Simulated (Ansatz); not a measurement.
**In2Au: how the settings move a single-point run**

Question: which choices in the input matter for In2Au?

Program: Ansatz 0.2.0. Level of theory: reference: DFT, PBEsol, PAW with Ansatz's default frozen-core files, scalar-relativistic. These are calculated values, not measurements.

1 further run of the same task is left out (it didn't finish). Runs told in other sessions of the task aren't counted.

### Step 1. Starting point

The structure is cubic, space group Fm-3m (No. 225). Conventional cell: a = 4.791 Å, b = 4.791 Å, c = 4.791 Å, α = 90.00°, β = 90.00°, γ = 90.00°. In (site symmetry -43m) is surrounded by 4 Au at 2.07 Å. Au (site symmetry m-3m) is surrounded by 8 In at 2.07 Å.

Coordinates:

```
In Au
1.0
     0.00000    2.39536    2.39536
     2.39536    0.00000    2.39536
     2.39536    2.39536    0.00000
In Au
2 1
Cartesian
  1.1977 1.1977 1.1977
  3.5930 3.5930 3.5930
  0.0000 0.0000 0.0000
```

### Step 2. Reference

File input.yaml:

```yaml
crystal:
  lattice:
    - [0.0, 2.3953572804, 2.3953572804]
    - [2.3953572804, 0.0, 2.3953572804]
    - [2.3953572804, 2.3953572804, 0.0]
  atoms:
    - { symbol: In, position: [0.25, 0.25, 0.25] }
    - { symbol: In, position: [0.75, 0.75, 0.75] }
    - { symbol: Au, position: [0.0, 0.0, 0.0] }
kpoints:
  mp_grid: { grid: [10, 10, 10] }
  band_path:
    path:
      - [0.0, 0.0, 0.0]
      - [0.5, 0.0, 0.5]
      - [0.625, 0.25, 0.625]
      - [0.375, 0.375, 0.75]
      - [0.0, 0.0, 0.0]
      - [0.5, 0.5, 0.5]
      - [0.5, 0.25, 0.75]
      - [0.5, 0.0, 0.5]
    npoints: 6
scf:
  occupations: { method: fermi_dirac, width: 0.05 }
hamiltonian:
  xc: pbesol
  pseudopotentials: { kind: paw }
output:
  forces: true
  stress: true
  eigenvalues: true
  populations: true
  write_density: true
  write_potential: true
  elf: true
  volumetric_format: npy
```

Launch:

```sh
ansatz run input.yaml --threads 1 --pin off --max-ram 3072MiB --backend cpu --events-out ev --progress --plain --runs-dir out
```

### Step 3. Changed: occupations.method tetrahedron, lower_state_search full, ecutwfc 44.1 Ry, width left out

Changes to input.yaml since step 2:

```diff
@@ -23,3 +23,4 @@
 scf:
-  occupations: { method: fermi_dirac, width: 0.05 }
+  occupations: { method: tetrahedron }
+  lower_state_search: full
 hamiltonian:
@@ -32,5 +33,3 @@
   populations: true
-  write_density: true
-  write_potential: true
-  elf: true
-  volumetric_format: npy
+basis:
+  ecutwfc: "44.1 Ry"
```

What does the calculation give? Wanted: for each run, ending; energy change; pressure; gap; force.

As calculated:

```csv
run,ending,energy change,pressure (GPa),gap (eV),force (eV/Å),cycles,time
reference,converged,0,799.4,0.00,0.00,7,6.1 s
"1: occupations.method tetrahedron, lower_state_search full, ecutwfc 44.1 Ry, width left out",converged,-15.5 meV/atom (σ→0),798.8,0.00,0.00,7,5.5 s
```

Times don't compare one to one where runs were asked for different outputs or read a saved state (see the inputs); cycles may leave out searches for a lower state.

Residual by cycle in the longest SCF loop of each run; runs are numbered as in the table. The quantity is the density residual dr2, in eV.

```csv
cycle,reference,run 1
1,0.731,0.732
2,0.183,0.185
3,0.00917,0.0097
4,7.8e-4,7.2e-4
5,5.5e-5,5.1e-5
6,9.4e-7,8.6e-7
7,2.1e-8,5.6e-8
```

**Reading.** Changing the smearing, search for lower states and cutoff moves the energy by -15.5 meV/atom (σ→0 values), and the pressure goes from 799.4 to 798.8 GPa. The structure is not at rest: the sound run finds 799 GPa, so these are no properties of the relaxed crystal. 

At pressures up to 799 GPa the PAW spheres may overlap and frozen cores may not hold, so those PAW values are rough without an all-electron check.
